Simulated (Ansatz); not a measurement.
Write a Python script for the Ansatz DFT code, driven from Python that makes a geometry optimisation of CH₆GeS₂, SMILES S[CH](S)[GeH3]. Use: B3LYP, def2-SVP basis, multiplicity 1.

```xyz
10

S    -1.6424    0.6379   -1.0723
C    -0.0979    0.5281   -0.2344
S     1.2045    0.3856   -1.4748
Ge   -0.0446   -1.0436    0.8905
H    -1.3566    1.9252   -1.6592
H     0.0753    1.4438    0.3963
H     2.2752    0.4571   -0.4796
H    -0.3166   -2.2912    0.0077
H    -1.2562   -0.9106    1.9770
H     1.2423   -1.1835    1.6517
```

`ch6ges2_opt.py`:
```python
"""Geometry optimisation of CH6GeS2."""

import ansatz as az
import numpy as np

system = (
    az.Crystal.molecule()
    .atom("S", (-1.6424, 0.6379, -1.0723))
    .atom("C", (-0.0979, 0.5281, -0.2344))
    .atom("S", (1.2045, 0.3856, -1.4748))
    .atom("Ge", (-0.0446, -1.0436, 0.8905))
    .atom("H", (-1.3566, 1.9252, -1.6592))
    .atom("H", (0.0753, 1.4438, 0.3963))
    .atom("H", (2.2752, 0.4571, -0.4796))
    .atom("H", (-0.3166, -2.2912, 0.0077))
    .atom("H", (-1.2562, -0.9106, 1.977))
    .atom("H", (1.2423, -1.1835, 1.6517))
)

calculation = system.calculation()
calculation = calculation.basis(gaussian="def2-SVP")
calculation = calculation.functional("b3lyp")
symbols = [site.symbol for site in system.cartesian_sites]
start = np.array([site.position_ang for site in system.cartesian_sites], dtype=float)
def progress(event):
    if event["event"] == "relax_step":
        row = event["data"]
        print(f"step {row['step']:3d}  E = {row['lagrangian_ev']:.6f} eV  max force {row['allowed_force_max_ev_ang']:.4f} eV/A")


summary = calculation.relax(force_tolerance=0.005, max_steps=100).session().plan().execute(on_event=progress).report
end = np.array(summary["positions_ang"])

for key in ("converged", "free_energy_ev", "reference_energy_ev", "n_frozen", "n_occupied", "n_virtual"):
    print(f"{key:22s} {summary[key]}")

print("final positions (A) and the move of each atom")
for symbol, xyz, old in zip(symbols, end, start):
    print(f"{symbol:2s} {xyz[0]:10.5f} {xyz[1]:10.5f} {xyz[2]:10.5f}   {np.linalg.norm(xyz - old):7.4f}")

charges = summary["charge_distribution"]
print("dipole moment", round(4.803205 * float(np.linalg.norm(charges["dipole_moment_e_ang"])), 3), "D")
print("Mulliken:", [(s, round(q, 3)) for s, q in zip(symbols, charges["mulliken_charges_e"])])
```

`python ch6ges2_opt.py` gives:
```text
step   1  E = -79310.333319 eV  max force 2.3459 eV/A
step   2  E = -79310.714967 eV  max force 0.8104 eV/A
step   3  E = -79310.768532 eV  max force 0.3068 eV/A
step   4  E = -79310.773127 eV  max force 0.0958 eV/A
step   5  E = -79310.773799 eV  max force 0.0506 eV/A
step   6  E = -79310.774287 eV  max force 0.0093 eV/A
step   7  E = -79310.774386 eV  max force 0.0046 eV/A
step   8  E = -79310.774441 eV  max force 0.0070 eV/A
step   9  E = -79310.774445 eV  max force 0.0033 eV/A
converged              True
free_energy_ev         -79310.77470420451
reference_energy_ev    -79310.77470420451
n_frozen               0
n_occupied             [38, 38]
n_virtual              [74, 74]
final positions (A) and the move of each atom
S    -1.64466    0.66977   -1.13314    0.0687
C    -0.06673    0.52834   -0.22942    0.0316
S     1.33260    0.43439   -1.43607    0.1424
Ge   -0.13299   -1.09000    0.93481    0.1092
H    -1.40932    1.88196   -1.69458    0.0768
H     0.06703    1.41436    0.40761    0.0326
H     2.33295    0.58195   -0.53127    0.1469
H    -0.44636   -2.31877    0.06447    0.1443
H    -1.20547   -0.91627    2.03269    0.0755
H     1.25596   -1.23694    1.58781    0.0844
dipole moment 1.755 D
Mulliken: [('S', -0.027), ('C', -0.358), ('S', -0.023), ('Ge', 0.406), ('H', 0.059), ('H', 0.096), ('H', 0.048), ('H', -0.055), ('H', -0.071), ('H', -0.075)]
```

What to keep in mind:
- Total energies depend on the basis set; only differences at equal settings carry meaning.
- The end point is the stationary point reached from this start; no frequency run checks that it is a minimum, and the basis set is modest.
- b3lyp holds the VWN-RPA fit, as in Gaussian; the form of ORCA and Turbomole is b3lyp5.
- Finished in 67 s on 1 thread of Arm Neoverse V1, with other jobs on the host, peak memory 0.35 GiB.

(Lines on the test bed's own set-up are left out of the output.)
